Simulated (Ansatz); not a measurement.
# Cu5Mo: the cost of one run

Computed with Ansatz 0.2.0 (DFT PBE, scalar-relativistic, plane waves, PAW, unless a step's input says otherwise).

1 further run of the same task is left out (set aside as unsound or not needed).

**1. The system as given**

It takes space group F-43m (No. 216, cubic). The conventional cell has a = 8.321 Å, b = 8.321 Å, c = 8.321 Å, α = 90.00°, β = 90.00°, γ = 90.00°. Around Cu (site symmetry -43m) lie 4 Cu at 2.18 Å. Cu (site symmetry 3m) is surrounded by 4 Cu at 2.18 to 2.33 Å. Mo (site symmetry -43m) is surrounded by 12 Cu at 3.40 Å.

Coordinates:

```
Cu Mo
1.0
     0.00000    4.16058    4.16058
     4.16058    0.00000    4.16058
     4.16058    4.16058    0.00000
Cu Mo
5 1
Direct
  0.00000 0.00000 0.00000
  0.84897 0.45308 0.84897
  0.84897 0.84897 0.84897
  0.45308 0.84897 0.84897
  0.84897 0.84897 0.45308
  0.50000 0.50000 0.50000
```

The cell was relaxed beforehand at this level, from a generated guess; it is a trial structure. At a tolerance of 0.05 Å it has space group F-43m (No. 216); it has 24.01 Å³/atom, an uncorrected energy of +1.54 eV/atom over the elements.

**2. Electronic structure at the relaxed geometry**

input.yaml reads:

```yaml
crystal:
  lattice:
    - [0.0, 4.1605815783, 4.1605815783]
    - [4.1605815783, 0.0, 4.1605815783]
    - [4.1605815783, 4.1605815783, 0.0]
  atoms:
    - { symbol: Cu, position: [0.0, 0.0, 0.0] }
    - { symbol: Cu, position: [0.8489735267, 0.4530794198, 0.8489735267] }
    - { symbol: Cu, position: [0.8489735267, 0.8489735267, 0.8489735267] }
    - { symbol: Cu, position: [0.4530794198, 0.8489735267, 0.8489735267] }
    - { symbol: Cu, position: [0.8489735267, 0.8489735267, 0.4530794198] }
    - { symbol: Mo, position: [0.5, 0.5, 0.5], spin: 4.3 }
basis:
  ecutwfc: 420
kpoints:
  mp_grid: { grid: [8, 8, 8] }
  band_path:
    path:
      - [[0.0, 0.0, 0.0], [-0.5, -0.5, 0.0], [-0.375, -0.375, 0.25]]
      - [[-0.375, 0.0, 0.375], [0.0, 0.0, 0.0], [0.0, 0.0, 0.5], [-0.5, -0.25, 0.25], [-0.5, -0.5, 0.0]]
    npoints: 14
hamiltonian:
  xc: pbe
scf:
  occupations: { method: gaussian, width: 0.1 }
  n_extra_bands: 15
output:
  forces: true
  stress: true
  eigenvalues: true
  populations: true
  dos: { projected: true, de: 0.02, nscf_kmesh: { grid: [10, 10, 10] } }
  bader: true
  write_density: true
  write_potential: true
  elf: true
  volumetric_format: npy
magnetization:
  spin_polarized: true
checkpoint:
  read: start.run
  write: ck
  compress: false
  write_wavefunctions: false
  write_every: 100000
```

Launch:

```sh
ansatz run input.yaml --threads 1 --pin off --max-ram 2560MiB --backend cpu --events-out ev --progress --plain --runs-dir out
```

Q: Estimate wall time and peak memory on 1 thread of Arm Neoverse V2, shared host.

About 5.4 min, with a peak of 0.97 GiB.
